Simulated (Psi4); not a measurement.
# A workflow on MoS2F2 (SMILES [F][Mo]([F])(=[S])=[S]), part 3 of 3

Psi4 1.11. The steps go on from the part before.

### 5 The series

```tsv
run	level	geom maxiter	max force g convergence	energy (Eh)	dipole moment (D)	HOMO energy (eV)	LUMO energy (eV)	wall time
1	PBE-D4/def2-SVP (density fitting, core potential)	60	0.0005	-1063.584865	0.21	-6.75	-4.46	32 s
2	PBE0-D4/def2-TZVP (density fitting, core potential)	50	0.0002	-1064.104525	0.23	-7.90	-3.77	56 s
3	PBE0-D4/def2-TZVP (density fitting, core potential)	–	–	-1064.104525	0.23	–	–	5.3 min
4	PBE-D4/def2-TZVPP (density fitting, core potential)	–	–	-1064.131590	0.08	-6.75	-4.36	18 s
5	r2SCAN-D4/def2-TZVPP (density fitting, core potential)	–	–	-1064.517042	0.06	-7.04	-4.41	40 s
6	B3LYP-D4/def2-TZVPP (density fitting, core potential)	–	–	-1064.656771	0.19	-7.65	-3.89	19 s
7	PBE0-D4/def2-TZVPP (density fitting, core potential)	–	–	-1064.111268	0.14	-7.88	-3.73	20 s
8	wB97M-V/def2-TZVPP (density fitting, core potential)	–	–	-1064.390615	0.19	-9.87	-1.72	44 s
9	CCSD(T)/def2-TZVPP (density fitting, core potential, density fitting for correlation)	–	–	-1063.173417	–	-10.34	-0.58	21 min
10	MP2/def2-QZVPP (density fitting, core potential, density fitting for correlation)	–	–	-1063.319961	–	-10.32	-0.56	17 s
```

### 6 Summary of results

The summary covers parts 1 to 3.

| quantity | value |
| --- | --- |
| run 10, MP2/def2-QZVPP: total energy | -1063.31996 Eh |
| run 10, MP2/def2-QZVPP: HOMO energy (Hartree–Fock orbitals) | -10.32 eV |
| run 10, MP2/def2-QZVPP: LUMO energy (Hartree–Fock orbitals) | -0.56 eV |
| run 10, MP2/def2-QZVPP: HOMO–LUMO gap (Hartree–Fock orbitals) | 9.76 eV |
| run 10, MP2/def2-QZVPP: correlation energy (12 core orbitals frozen) | -1598.7 mEh |

Over runs 3, 4, 5, 6, 7, 8 the dipole moment (its size) runs from 0.06 D (r2SCAN-D4/def2-TZVPP) to 0.23 D (PBE0-D4/def2-TZVP). The two ends differ in method and basis. The two dipoles point in opposite directions. Over runs 4, 5, 6, 7, 8 the HOMO–LUMO gap runs from 2.39 eV (PBE-D4/def2-TZVPP) to 8.15 eV (wB97M-V/def2-TZVPP). Totals of different functionals can't be ranked against each other. All runs together took 31 min, the longest 21 min.
